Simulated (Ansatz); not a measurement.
# GeH5NOSi: how energies converge with the basis set

One table from this session's results is given with a row withheld; the runs are named, their logs left out.

Computed with Ansatz 0.2.0, Gaussian basis. Level: one geometry, several basis sets.

Levels to be run: PBE0-D4/def2-SVP; ωB97M-V/def2-SVP; PBE0-D4/def2-QZVPP; ωB97M-V/def2-QZVPP; the functionals' def2-TZVPP values are taken from earlier runs.

## The relaxed structure

All runs share one geometry, relaxed beforehand with PBE0-D4 in a triple-zeta def2 set.

SMILES `[NH]1[SiH2][O][GeH2]1`, 9 atoms, charge 0, spin multiplicity 1.

Atoms are counted from 1 here; the program's logs count them from 0.

Bond lengths: N1–Si2 1.727 Å, N1–Ge4 1.840 Å, N1–H5 1.003 Å, Si2–O3 1.664 Å, Si2–H6 1.488 Å, Si2–H7 1.488 Å, O3–Ge4 1.809 Å, Ge4–H8 1.538 Å, Ge4–H9 1.538 Å. Angles: Si2–N1–Ge4 91.0°, Si2–N1–H5 136.3°, Ge4–N1–H5 132.7°, N1–Si2–O3 91.4°, N1–Si2–H6 115.6°, N1–Si2–H7 115.6°, O3–Si2–H6 112.8°, O3–Si2–H7 112.8°, H6–Si2–H7 108.1°, Si2–O3–Ge4 94.2°, N1–Ge4–O3 83.4°, N1–Ge4–H8 116.8°, N1–Ge4–H9 116.7°, O3–Ge4–H8 112.4°, O3–Ge4–H9 112.3°, H8–Ge4–H9 112.1°.

Set-up of the first run:

Contents of in.yaml:

```yaml
crystal:
  periodic: [false, false, false]
  atoms:
    - {symbol: N, position_ang: [-0.124703, -0.469202, 0.901990]}
    - {symbol: Si, position_ang: [-0.799088, 0.945619, 0.175551]}
    - {symbol: O, position_ang: [0.111263, 0.721695, -1.199260]}
    - {symbol: Ge, position_ang: [0.909697, -0.781569, -0.587903]}
    - {symbol: H, position_ang: [-0.233956, -0.960383, 1.769319]}
    - {symbol: H, position_ang: [-2.262692, 0.897924, -0.086920]}
    - {symbol: H, position_ang: [-0.495896, 2.228485, 0.865000]}
    - {symbol: H, position_ang: [0.554189, -2.017984, -1.431501]}
    - {symbol: H, position_ang: [2.429686, -0.610784, -0.423378]}
basis:
  gaussian: {orbitals: def2-SVP}
hamiltonian: {xc: pbe0, dispersion: d4}
output: {orbitals: {seedname: orbitals}}
```

Steps of the session up to this table: PBE0-D4 in def2-SVP; ωB97M-V in def2-SVP; PBE0-D4 in def2-QZVPP; ωB97M-V in def2-QZVPP.

One of the session's tables, all rows but one given; the rest of the session is left out.

It belongs to the step «Density functionals: the series». 

| functional | basis | HOMO (eV) |
| --- | --- | --- |
| PBE0-D4 | def2-SVP | -7.27 |
| PBE0-D4 | def2-TZVPP | -7.39 |
| PBE0-D4 | def2-QZVPP | ? |
| ωB97M-V | def2-SVP | -9.52 |
| ωB97M-V | def2-TZVPP | -9.67 |
| ωB97M-V | def2-QZVPP | -9.70 |

**Question.** Estimate the row for PBE0-D4, def2-QZVPP.

As computed: HOMO (eV): -7.42. In the column «HOMO (eV)» it lies between ωB97M-V, def2-SVP (-9.52) and PBE0-D4, def2-TZVPP (-7.39).
